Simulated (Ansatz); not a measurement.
# LaSc2F: the cost of one run

Computed with Ansatz 0.2.0 (DFT PBE, scalar-relativistic, plane waves, PAW, unless a step's input says otherwise).

## (1) The structure to begin with

Symmetry: P4/mmm, No. 123, tetragonal system. Conventional cell: a = 3.933 Å, b = 3.933 Å, c = 5.346 Å, α = 90.00°, β = 90.00°, γ = 90.00°. La (site symmetry 4/mmm) is surrounded by 6 Sc at 2.67 to 2.78 Å. Sc (site symmetry 4/mmm) is surrounded by 2 F at 2.67 Å and 4 La at 2.78 Å. Sc (site symmetry 4/mmm) has 2 La at 2.67 Å and 4 F at 2.78 Å as nearest neighbours. Around F (site symmetry 4/mmm) lie 6 Sc at 2.67 to 2.78 Å.

Coordinates:

```xyz
4
Lattice="3.9334 0.0000 0.0000 0.0000 3.9334 0.0000 0.0000 0.0000 5.3463" Properties=species:S:1:pos:R:3 pbc="T T T"
La    1.9667    1.9667    2.6731
Sc    0.0000    0.0000    2.6731
Sc    1.9667    1.9667    0.0000
F     0.0000    0.0000    0.0000
```

The cell is invented: species swapped into a database cell of LiNdS2 (P4/mmm, No. 123), with F on the Li sites, La on the Nd sites and Sc on the S sites. Lengths come from tabulated atomic sizes and are only a guess.

## (2) The guess as it stands, on a coarse mesh

Contents of input.yaml:

```yaml
crystal:
  lattice:
    - [3.93344054, 0.0, 0.0]
    - [0.0, 3.93344054, 0.0]
    - [0.0, 0.0, 5.34629193]
  atoms:
    - { symbol: La, position: [0.5, 0.5, 0.5] }
    - { symbol: Sc, position: [0.0, 0.0, 0.5] }
    - { symbol: Sc, position: [0.5, 0.5, 0.0] }
    - { symbol: F, position: [0.0, 0.0, 0.0] }
basis:
  ecutwfc: 420
kpoints:
  mp_grid: { grid: [4, 4, 4] }
hamiltonian:
  xc: pbe
scf:
  occupations: { method: gaussian, width: 0.1 }
  lower_state_search: "off"
output:
  forces: true
  stress: true
  eigenvalues: true
```

The run is started by

```bash
> ansatz run input.yaml --threads 1 --pin off --max-ram 2560MiB --backend cpu --events-out ev --progress --plain --runs-dir out
```

What time and memory should one allow on 1 thread of Arm Neoverse V1, shared host?

About 3.6 s, with a peak of 0.36 GiB.
